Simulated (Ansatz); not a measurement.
# MnF2: the cost of one run

Method: DFT PBE+U (U_eff = 3.9 eV on Mn 3d), scalar-relativistic, plane waves, PAW, in Ansatz 0.2.0.

These runs use a low cutoff (300 eV) and a coarse mesh on purpose, to show what cheap settings give: their numbers aren't properties of the material.

## Step 1: The system as given

Symmetry: P4_2/mnm, No. 136, tetragonal system. Conventional cell: a = 4.874 Å, b = 4.874 Å, c = 3.311 Å, α = 90.00°, β = 90.00°, γ = 90.00°. Mn (site symmetry mmm) has 6 F at 2.10 to 2.13 Å as nearest neighbours. F (site symmetry m2m) is surrounded by 3 Mn at 2.10 to 2.13 Å.

Structure file:

```
CELL_PARAMETERS angstrom
4.87380 0.00000 0.00000
0.00000 4.87380 0.00000
0.00000 0.00000 3.31070
ATOMIC_POSITIONS crystal
Mn 0.00000 0.00000 0.00000
Mn 0.50000 0.50000 0.50000
F 0.30530 0.30530 0.00000
F 0.19470 0.80530 0.50000
F 0.69470 0.69470 0.00000
F 0.80530 0.19470 0.50000
```

Starting moments: Mn 5.00 μB.

## Step 2: First run, at the start cell

Input file input.yaml:

```yaml
crystal:
  lattice:
    - [4.8738, 0.0, 0.0]
    - [0.0, 4.8738, 0.0]
    - [0.0, 0.0, 3.3107]
  atoms:
    - { symbol: Mn, position: [0.0, 0.0, 0.0], spin: 5.0 }
    - { symbol: Mn, position: [0.5, 0.5, 0.5], spin: 5.0 }
    - { symbol: F, position: [0.3053, 0.3053, 0.0] }
    - { symbol: F, position: [0.1947, 0.8053, 0.5] }
    - { symbol: F, position: [0.6947, 0.6947, 0.0] }
    - { symbol: F, position: [0.8053, 0.1947, 0.5] }
basis:
  ecutwfc: 300
  ecutrho_ratio: 4
kpoints:
  mp_grid: { grid: [3, 3, 4] }
hamiltonian:
  xc: pbe
  hubbard: { sites: [{ species: Mn, l: d, u_eff: 3.9 }] }
scf:
  occupations: { method: gaussian, width: 0.05 }
output:
  forces: true
  stress: true
  eigenvalues: true
  populations: true
  hubbard: { sites: [{ species: Mn, l: d }] }
magnetization:
  spin_polarized: true
```

Run with:

```
$ ansatz run input.yaml --threads 2 --pin off --max-ram 5120MiB --backend cpu --events-out ev --progress --plain --runs-dir out
```

What time and memory should one allow on 2 threads of Intel Xeon at 2.50GHz (Skylake/Cascade Lake), shared host?

About 10 s, with a peak of 0.36 GiB.
